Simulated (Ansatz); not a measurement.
# CH5NOSi2: how energies converge with the basis set

An exercise on one series of results from a longer session: the logs are not shown, and one member is left open.

The runs use Ansatz 0.2.0, Gaussian basis; one geometry, several basis sets.

Levels to be run: PBE0-D4/def2-SVP; ωB97M-V/def2-SVP; PBE0-D4/def2-QZVPP; ωB97M-V/def2-QZVPP; the functionals' def2-TZVPP values are taken from earlier runs.

## The geometry

The geometry comes from an earlier relaxation with PBE0-D4 in a triple-zeta def2 set; it is a stationary point, not always the lowest conformer.

SMILES `C1=N[SiH2]O[SiH2]1`, 10 atoms, charge 0, spin multiplicity 1.

Atoms are counted from 1 here; the program's logs count them from 0.

Bond lengths: C1–N2 1.275 Å, C1–Si5 1.912 Å, C1–H6 1.098 Å, N2–Si3 1.760 Å, Si3–O4 1.659 Å, Si3–H7 1.481 Å, Si3–H8 1.481 Å, O4–Si5 1.652 Å, Si5–H9 1.485 Å, Si5–H10 1.485 Å. Angles: N2–C1–Si5 114.8°, N2–C1–H6 118.8°, Si5–C1–H6 126.4°, C1–N2–Si3 112.8°, N2–Si3–O4 102.9°, N2–Si3–H7 110.3°, N2–Si3–H8 110.3°, O4–Si3–H7 111.1°, O4–Si3–H8 111.1°, H7–Si3–H8 110.8°, Si3–O4–Si5 113.0°, C1–Si5–O4 96.4°, C1–Si5–H9 113.6°, C1–Si5–H10 113.6°, O4–Si5–H9 111.6°, O4–Si5–H10 111.6°, H9–Si5–H10 109.5°.

Geometry (Å):

```xyz
10
CH5NOSi2
C    -0.12919    0.49019    1.25841
N    -0.16127   -0.78451    1.26683
Si    0.01264   -1.48247   -0.34001
O     0.16037   -0.14635   -1.31150
Si    0.09556    1.27412   -0.47136
H    -0.22908    1.02888    2.20978
H     1.22783   -2.32598   -0.40543
H    -1.19224   -2.26747   -0.69288
H    -1.05424    2.11090   -0.89842
H     1.35272    2.05148   -0.61231
```

Set-up of the first run:

Contents of in.yaml:

```yaml
crystal:
  periodic: [false, false, false]
  atoms:
    - {symbol: C, position_ang: [-0.129192, 0.490189, 1.258409]}
    - {symbol: N, position_ang: [-0.161273, -0.784512, 1.266826]}
    - {symbol: Si, position_ang: [0.012638, -1.482470, -0.340010]}
    - {symbol: O, position_ang: [0.160368, -0.146346, -1.311505]}
    - {symbol: Si, position_ang: [0.095556, 1.274125, -0.471363]}
    - {symbol: H, position_ang: [-0.229075, 1.028878, 2.209780]}
    - {symbol: H, position_ang: [1.227832, -2.325983, -0.405426]}
    - {symbol: H, position_ang: [-1.192243, -2.267467, -0.692879]}
    - {symbol: H, position_ang: [-1.054237, 2.110904, -0.898424]}
    - {symbol: H, position_ang: [1.352724, 2.051482, -0.612309]}
basis:
  gaussian: {orbitals: def2-SVP}
hamiltonian: {xc: pbe0, dispersion: d4}
output: {orbitals: {seedname: orbitals}}
```

Among the steps run: PBE0-D4 in def2-SVP; ωB97M-V in def2-SVP; PBE0-D4 in def2-QZVPP; ωB97M-V in def2-QZVPP.

One of the session's tables, all rows but one given; the rest of the session is left out.

It belongs to the step «Functionals by basis». 

| functional | basis | HOMO (eV) |
| --- | --- | --- |
| PBE0-D4 | def2-SVP | -7.03 |
| PBE0-D4 | def2-TZVPP | -7.08 |
| PBE0-D4 | def2-QZVPP | ? |
| ωB97M-V | def2-SVP | -9.27 |
| ωB97M-V | def2-TZVPP | -9.35 |
| ωB97M-V | def2-QZVPP | -9.38 |

Estimate the missing values for PBE0-D4, def2-QZVPP.

**Answer.** HOMO (eV): -7.10. In the column «HOMO (eV)» it lies between ωB97M-V, def2-SVP (-9.27) and PBE0-D4, def2-TZVPP (-7.08).
